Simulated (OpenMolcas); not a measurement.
**WCl2O2 (SMILES [O]=[W](=[O])([Cl])[Cl]): HF/ANO-RCC-VDZP (DKH8)**

Aim: the vertical ionisation energy of WCl2O2 at HF/ANO-RCC-VDZP (DKH8), from 2 runs. 

The calculation is run with OpenMolcas 26.06.

## Step 1: The structure to begin with

The species is WCl2O2 (5 atoms), meant as a singlet with charge 0. As SMILES, `[O]=[W](=[O])([Cl])[Cl]`. Geometry: a GFN2-xTB relaxation, a rough one for these elements and not checked as a minimum.

Bond lengths: O1–W2 1.675 Å, W2–O3 1.675 Å, W2–Cl4 2.171 Å, W2–Cl5 2.171 Å. Angles: O1–W2–O3 114.4°, O1–W2–Cl4 108.8°, O1–W2–Cl5 108.8°, O3–W2–Cl4 108.8°, O3–W2–Cl5 108.8°, Cl4–W2–Cl5 107.1°.

## Step 2: The energy at HF/ANO-RCC-VDZP (DKH8)

File job.inp:

```
&gateway
 coord
 5
 angstrom
 O       -0.189450      -0.606220       1.644520
 W        0.091750      -0.097970       0.073110
 O        1.464820      -0.751900      -0.629940
 Cl      -1.629660      -0.610460      -1.146610
 Cl       0.262530       2.066540       0.058920
 basis = ANO-RCC-VDZP
 group = NoSym

&seward
 relativistic = R08O02
 expert

&scf
 prorbitals = 1 1
```

Run with:

```bash
$ export MOLCAS_MEM=1860
$ pymolcas job.inp > job.log
```

Standard output, cut to the lines that bear on the results:

```text
--- Start Module: gateway ---
[...]
--- Stop Module: gateway /rc=_RC_ALL_IS_WELL_ ---
--- Start Module: seward ---
[...]
 ###    WARNING:  EXPERT option is ON!                                       ###
 ###############################################################################
               SEWARD will generate:
[...]
      Basis functions          132
--- Stop Module: seward /rc=_RC_ALL_IS_WELL_ ---
[...]
--- Start Module: scf ---
[...]
       Convergence after  15 Iterations
[...]
::    Total SCF energy                             -17212.0349040422
[...]
      Total spin, S                                     0.0000000000
[...]
      Total electronic charge=  124.000000
      Total            charge=   -0.000000
[...]
      Dipole Moment (debye):
      Origin of the operator (angstrom)=   -0.0368    0.0391   -0.0292
                   X= -1.5772E+00               Y=  1.6762E+00               Z= -1.2531E+00           Total=  2.6206E+00
      Quadrupole Moment (debye*angstrom):
[...]
--- Stop Module: scf /rc=_RC_ALL_IS_WELL_ ---
[...]
```

Run time: 1.7 min. Hardware: 1 thread of Arm Neoverse V1, shared host; peak memory 0.96 GiB.

## Step 3: The doublet cation, same level

File job.input:

```
&GATEWAY
 COORD
 5
 angstrom
 O       -0.189450      -0.606220       1.644520
 W        0.091750      -0.097970       0.073110
 O        1.464820      -0.751900      -0.629940
 Cl      -1.629660      -0.610460      -1.146610
 Cl       0.262530       2.066540       0.058920
 BASIS=ANO-RCC-VDZP
 GROUP=NoSym

&SEWARD
 RELATIVISTIC=R08O02
 EXPERT

&SCF
 UHF
 CHARGE=1
 SPIN=2
 PRORBITALS=1 1
```

Run with:

```bash
$ export MOLCAS_MEM=1860
$ pymolcas job.input > job.log
```

Standard output, cut to the lines that bear on the results:

```text
--- Start Module: gateway ---
[...]
--- Stop Module: gateway /rc=_RC_ALL_IS_WELL_ ---
--- Start Module: seward ---
[...]
 ###    WARNING:  EXPERT option is ON!                                       ###
 ###############################################################################
               SEWARD will generate:
[...]
      Basis functions          132
--- Stop Module: seward /rc=_RC_ALL_IS_WELL_ ---
[...]
--- Start Module: scf ---
[...]
       Convergence after  26 Iterations
[...]
::    Total SCF energy                             -17211.6530019009
[...]
      Total spin, S                                     0.6650993644
[...]
      Total electronic charge=  123.000000
      Total            charge=    1.000000
[...]
      Dipole Moment (debye):
      Origin of the operator (angstrom)=   -0.0368    0.0391   -0.0292
                   X= -3.0303E-01               Y=  3.2091E-01               Z= -2.4130E-01           Total=  5.0303E-01
      Center of Charge (angstrom)
[...]
--- Stop Module: scf /rc=_RC_ALL_IS_WELL_ ---
[...]
```

It took 2 min on 1 thread of Arm Neoverse V1, shared host; peak memory 0.96 GiB.

## Step 4: Summary of results

Level: HF/ANO-RCC-VDZP (DKH8).

| quantity | value |
| --- | --- |
| singlet WCl2O2: total energy | -17212.03490 Eh |
| singlet WCl2O2: dipole moment | 2.62 D |
| singlet WCl2O2: HOMO energy | -13.56 eV |
| singlet WCl2O2: LUMO energy | -0.49 eV |
| singlet WCl2O2: HOMO–LUMO gap | 13.07 eV |
| doublet cation: total energy | -17211.65300 Eh |
| doublet cation: HOMO energy (highest over α and β) | -18.86 eV |
| doublet cation: LUMO energy (lowest over α and β) | -7.50 eV |
| doublet cation: ⟨S²⟩ | 1.107 |
| vertical ionisation energy (to the doublet cation) | 10.392 eV |

What this shows: The vertical ionisation energy comes to 10.39 eV (240 kcal/mol). The negative HOMO energy of the first species, 13.56 eV, lies 3.17 eV above that difference. Mulliken charges (singlet WCl2O2) run from -0.68 on O1 to +1.82 on W2. ⟨S²⟩ (doublet cation) is 1.11 where a pure doublet has 0.75: the reference is spin-contaminated. Mulliken charges (doublet cation) run from -0.31 on O1 to +1.70 on W2.
